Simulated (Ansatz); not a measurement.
# Carbon, omega (AlB2-type) under r²SCAN: ground state and equation of state

What does r²SCAN give for carbon in the omega (AlB2-type) structure? We relax it, solve it on a dense k-mesh, then scale the cell to 7 volumes from 88 to 112 % of the relaxed one and try a fit of the equation of state. Spin polarisation is left out. The k-meshes are 11×11×15 for the relaxation; 8×8×32 for the dense run; 7×7×27 for the volumes.

Computed with Ansatz 0.2.0 (DFT r2SCAN, plane waves (500 eV) with PAW, scalar-relativistic; the PAW data stem from PBE, with regenerated cores, unless a step says otherwise).

**1. The starting structure**

It takes space group P6/mmm (No. 191, hexagonal). The conventional cell has a = 3.344 Å, b = 3.344 Å, c = 2.050 Å, α = 90.00°, β = 90.00°, γ = 120.00°. Around C (site symmetry 6/mmm) lie 14 C at 2.05 to 2.19 Å. C (site symmetry -6m2) has 11 C at 1.93 to 2.19 Å as nearest neighbours.

Structure file:

```xyz
3
Lattice="3.3438 0.0000 0.0000 -1.6719 2.8958 0.0000 0.0000 0.0000 2.0498" Properties=species:S:1:pos:R:3 pbc="T T T"
C     0.0000    0.0000    0.0000
C     0.0000    1.9306    1.0249
C     1.6719    0.9653    1.0249
```

**2. Relaxing cell and atoms**

Contents of input.yaml:

```yaml
crystal:
  lattice:
    - [3.3438265309, 0.0, 0.0]
    - [-1.6719132655, 2.8958387216, 0.0]
    - [0.0, 0.0, 2.0497656634]
  atoms:
    - { symbol: C, position: [0.0, 0.0, 0.0] }
    - { symbol: C, position: [0.3333333333, 0.6666666667, 0.5] }
    - { symbol: C, position: [0.6666666667, 0.3333333333, 0.5] }
hamiltonian:
  xc: r2scan
  pseudopotentials:
    kind: paw
    azcp:
      C: "pseudopotentials/C.paw.azcp"
basis:
  ecutwfc: 500
  fft_grid_basis: typed
kpoints:
  mp_grid: { grid: [11, 11, 15], shift: [0, 0, 0] }
magnetization:
  spin_polarized: false
scf:
  occupations: { method: fermi_dirac, width: 0.1 }
relax:
  max_steps: 60
  f_tol: 0.01
  cell: {}
```

Launch:

```sh
> ansatz run input.yaml --threads 1 --pin off --max-ram 3584MiB --backend cpu --events-out ev --progress --plain --runs-dir out
```

Further steps of the session: Single point on a dense mesh; Equation of state: 88 %; Equation of state: 92 %; Equation of state: 96 %; Equation of state: 100 %; Equation of state: 104 %; Equation of state: 108 %; Equation of state: 112 %.

Q: Predict the outcome of this session. Wanted: space group; conventional cell; volume; shortest distance; gap on the mesh; relative to graphite; V₀, B₀, B₀′.

The runs gave:

| quantity | value |
| --- | --- |
| space group (spins left aside) | P6/mmm (No. 191) |
| conventional cell | a = 5.948 Å, c = 1.276 Å (c/a = 0.215) |
| volume | 13.032 Å³/atom |
| shortest distance | 1.276 Å |
| gap on the mesh | none (levels filled in part) |
| relative to graphite | +1032 meV/atom |
| V₀, B₀, B₀′ | 13.046 Å³/atom, 181 GPa, 3.4 |

**Reading.** The relaxation enlarged the cell by 97.0 % in volume. It lies 1032 meV/atom above the element's reference form at the same level (graphite, from a run of its own), so it is far from stable. Levels at the Fermi energy are filled in part, as in a metal. The fitted modulus is 181 GPa; letting shape and positions relax at each volume could only lower it. The symmetry was held, so the structure may be unstable against distortions that break it.
